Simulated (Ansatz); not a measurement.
**BH₂NZn: single points off equilibrium**

The atoms stand at a structure displaced at random from a GFN2-xTB minimum. How far do the functionals agree with CCSD(T) there?

Computed with Ansatz 0.2.0, Gaussian basis. Level: single points in def2-TZVPP.

Cores are frozen in the correlated methods. The 3s and 3p shells of Cu and Zn are frozen; filled d shells are correlated.

**1. Where the work starts**

SMILES `B=[N][ZnH]`, 5 atoms, charge 0, spin multiplicity 1.

Atoms are counted from 1 here; the program's logs count them from 0.

Bond lengths: B1–N2 1.273 Å, B1–H4 1.144 Å, N2–Zn3 1.798 Å, Zn3–H5 1.435 Å. Angles: N2–B1–H4 177.1°, B1–N2–Zn3 175.2°, N2–Zn3–H5 172.1°.

Coordinates:

```xyz
5
BH2NZn
B    -1.4749   -0.3002   -0.3841
N    -0.3014    0.0007    0.0063
Zn    1.4094    0.3316    0.4510
H    -2.5086   -0.5797   -0.7876
H     2.8194    0.5354    0.6240
```

**2. CCSD(T)/def2-TZVPP**

run/in.yaml reads:

```yaml
crystal:
  periodic: [false, false, false]
  atoms:
    - {symbol: B, position_ang: [-1.474900, -0.300200, -0.384100]}
    - {symbol: N, position_ang: [-0.301400, 0.000700, 0.006300]}
    - {symbol: Zn, position_ang: [1.409400, 0.331600, 0.451000]}
    - {symbol: H, position_ang: [-2.508600, -0.579700, -0.787600]}
    - {symbol: H, position_ang: [2.819400, 0.535400, 0.624000]}
basis:
  gaussian: {orbitals: def2-TZVPP}
correlation: {method: ccsd_t, frozen_orbitals: {B: 1, H: 0, "N": 1, Zn: 9}}
output: {forces: true}
```

No record of the launch command was kept for these runs.

**3. PBE0-D4/def2-TZVPP**

run/in.yaml, as its differences from that of step 2:

```diff
@@ -10,3 +10,3 @@
   gaussian: {orbitals: def2-TZVPP}
-correlation: {method: ccsd_t, frozen_orbitals: {B: 1, H: 0, "N": 1, Zn: 9}}
-output: {forces: true}
+hamiltonian: {xc: pbe0, dispersion: d4}
+output: {forces: true, orbitals: {seedname: orbitals}}
```

**4. wB97M-V/def2-TZVPP**

run/in.yaml, as its differences from that of step 3:

```diff
@@ -10,3 +10,3 @@
   gaussian: {orbitals: def2-TZVPP}
-hamiltonian: {xc: pbe0, dispersion: d4}
-output: {forces: true, orbitals: {seedname: orbitals}}
+hamiltonian: {xc: {name: wB97M-V}}
+output: {forces: true}
```

**5. r2SCAN-D4/def2-TZVPP**

run/in.yaml, as its differences from that of step 4:

```diff
@@ -10,3 +10,3 @@
   gaussian: {orbitals: def2-TZVPP}
-hamiltonian: {xc: {name: wB97M-V}}
+hamiltonian: {xc: r2scan, dispersion: d4}
 output: {forces: true}
```

**6. PBE-D4/def2-TZVPP**

run/in.yaml, as its differences from that of step 5:

```diff
@@ -10,3 +10,3 @@
   gaussian: {orbitals: def2-TZVPP}
-hamiltonian: {xc: r2scan, dispersion: d4}
+hamiltonian: {xc: pbe, dispersion: d4}
 output: {forces: true}
```

**7. BHLYP-D4/def2-TZVPP**

run/in.yaml, as its differences from that of step 6:

```diff
@@ -10,3 +10,3 @@
   gaussian: {orbitals: def2-TZVPP}
-hamiltonian: {xc: pbe, dispersion: d4}
+hamiltonian: {xc: {name: BHLYP}, dispersion: d4}
 output: {forces: true}
```

**8. BLYP-D4/def2-TZVPP**

run/in.yaml, as its differences from that of step 7:

```diff
@@ -10,3 +10,3 @@
   gaussian: {orbitals: def2-TZVPP}
-hamiltonian: {xc: {name: BHLYP}, dispersion: d4}
+hamiltonian: {xc: {name: BLYP}, dispersion: d4}
 output: {forces: true}
```

(Steps that only read results are left out.)

What does the calculation give? Wanted: energy less free atoms, CCSD(T)/def2-TZVPP; RMS force component; RMS force error; HOMO and LUMO, PBE0-D4; T1 diagnostic.

The runs gave:

| quantity | value |
| --- | --- |
| energy less free atoms, CCSD(T)/def2-TZVPP | -1462.6 kJ/mol |
| RMS force component | 0.726 to 1.203 eV/Å over the methods |
| RMS force error | PBE0-D4 0.289, wB97M-V 0.313, r2SCAN-D4 0.161, PBE-D4 0.067, BHLYP-D4 0.560, BLYP-D4 0.055 eV/Å |
| HOMO and LUMO, PBE0-D4 | -7.96 and -0.48 eV |
| T1 diagnostic | 0.018 |

Against CCSD(T) the functionals' energies less atoms differ by -95.6 to +2.1 kJ/mol, PBE-D4 by -95.6 kJ/mol. A larger basis would deepen the CCSD(T) value, while the functionals are nearly converged already, so the order here is not reliable. On forces the order runs from BLYP-D4 to BHLYP-D4. Frozen-core CCSD(T) forces in triple zeta carry basis errors of their own, and this is one geometry, so small gaps rank nothing.
